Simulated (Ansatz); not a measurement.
# BaCrF6: two electronic states of one cell

Aim: solve BaCrF6 (a crystal from a database, its volume scaled a little) from each of its saved states, at one geometry and mesh, and see which is lowest and how they differ.

Program: Ansatz 0.2.0. Level of theory: DFT, r2SCAN, plane waves, PAW. These are calculated values, not measurements.

## (1) Geometry

The structure is trigonal, space group R-3m (No. 166). The conventional cell has a = 7.301 Å, b = 7.301 Å, c = 7.111 Å, α = 90.00°, β = 90.00°, γ = 120.00°. Around Ba (site symmetry -3m) lie 12 F at 2.69 to 2.99 Å. Around F (site symmetry m) lie 1 Cr at 1.82 Å. Cr (site symmetry -3m) has 6 F at 1.82 Å as nearest neighbours.

As a file:

```cif
data_structure
_symmetry_space_group_name_H-M 'P 1'
_symmetry_Int_Tables_number 1
_cell_length_a 4.8360
_cell_length_b 4.8360
_cell_length_c 4.8360
_cell_angle_alpha 98.028
_cell_angle_beta 98.028
_cell_angle_gamma 98.028
_cell_volume 109.42
loop_
_atom_site_label
_atom_site_type_symbol
_atom_site_fract_x
_atom_site_fract_y
_atom_site_fract_z
_atom_site_occupancy
Ba1 Ba 0.50000 0.50000 0.50000 1
F1 F 0.26000 0.89700 0.26000 1
F2 F 0.26000 0.26000 0.89700 1
F3 F 0.89700 0.26000 0.26000 1
F4 F 0.74000 0.10300 0.74000 1
F5 F 0.10300 0.74000 0.74000 1
F6 F 0.74000 0.74000 0.10300 1
Cr1 Cr 0.00000 0.00000 0.00000 1
```

The states: A, no atom with a moment over 0.3 μB (no spin polarisation); B, Cr8 up (collinear spin). Each run reads its own saved solution as saved_state.

## (2) State A: the run

input.yaml

```yaml
crystal:
  lattice:
    - [3.65051882, 2.10762664, 2.3702468]
    - [-3.65051882, 2.10762664, 2.3702468]
    - [0.0, -4.21525328, 2.3702468]
  atoms:
    - { symbol: Ba, position: [0.5, 0.5, 0.5] }
    - { symbol: F, position: [0.26, 0.897, 0.26] }
    - { symbol: F, position: [0.26, 0.26, 0.897] }
    - { symbol: F, position: [0.897, 0.26, 0.26] }
    - { symbol: F, position: [0.74, 0.103, 0.74] }
    - { symbol: F, position: [0.103, 0.74, 0.74] }
    - { symbol: F, position: [0.74, 0.74, 0.103] }
    - { symbol: Cr, position: [0.0, 0.0, 0.0] }
kpoints:
  mp_grid: { grid: [5, 5, 5], shift: [0, 0, 0] }
magnetization:
  spin_polarized: false
scf:
  occupations: { method: fermi_dirac, width: 0.0124 }
  lower_state_search: "off"
  max_iter: 200
hamiltonian:
  pseudopotentials: { kind: paw }
  xc: r2scan
basis:
  ecutwfc: 500
  fft_grid_basis: typed
output:
  forces: true
  stress: true
  eigenvalues: true
  bader: true
  populations: true
  elf: true
  write_potential: true
  volumetric_format: npy
  dos:
    e_range: [-12, 8]
    de: 0.05
    projected: { site_lists: { Ba: [Ba], Cr: [Cr], F: [F] } }
checkpoint:
  read: saved_state
```

## (4) Run from state B

input.yaml: that of step 2 with these lines changed.

```diff
@@ -14,6 +14,17 @@
     - { symbol: Cr, position: [0.0, 0.0, 0.0] }
+  symmetry: { detect: false, time_reversal: true }
 kpoints:
   mp_grid: { grid: [5, 5, 5], shift: [0, 0, 0] }
+  band_path:
+    path:
+      - [0.0, 0.0, 0.0]
+      - [0.50000003, -1.0e-07, 7.0e-08]
+      - [0.50000019, -0.50000005, 0.49999986]
+      - [0.37745597, -0.62254428, 0.37745564]
+      - [0.37745578, 0.37745578, 0.37745578]
+      - [0.0, 0.0, 0.0]
+      - [0.50000012, -0.50000012, 0.0]
+    npoints: 10
 magnetization:
-  spin_polarized: false
+  spin_polarized: true
 scf:
```

(Steps that only read results are left out.)

Q: Predict the outcome of this session. Wanted: for each run, free energy; largest site moment; size of the net moment; gap; pressure; largest force.

As calculated:

```tsv
state	free energy (meV/atom)	largest site moment (μB)	size of the net moment (μB/cell)	gap (eV)	pressure (GPa)	largest force (eV/Å)	SCF cycles
A	207.2	–	–	metal	0.4	0.66	10
B	0.0	1.61	2.00	0.52	1.3	0.76	11
```

What this shows: State B lies lowest, 207.2 meV per atom under state A. They differ in kind: A is a metal, B is gapped. At the same volume their pressures differ by 0.9 GPa, the state with the larger moments having the higher pressure, so it wants the larger volume. Not all runs allow spin: where it is off, the gap in energy is mostly the cost of forbidding moments, not two ends of one search.

Limits of this run: a 3d oxide or halide that comes out metallic without a U or exact exchange, which may be an insulator in nature.

These are semilocal Kohn-Sham gaps, which aren't the measured quantity. Such gaps usually fall short of the measured ones.
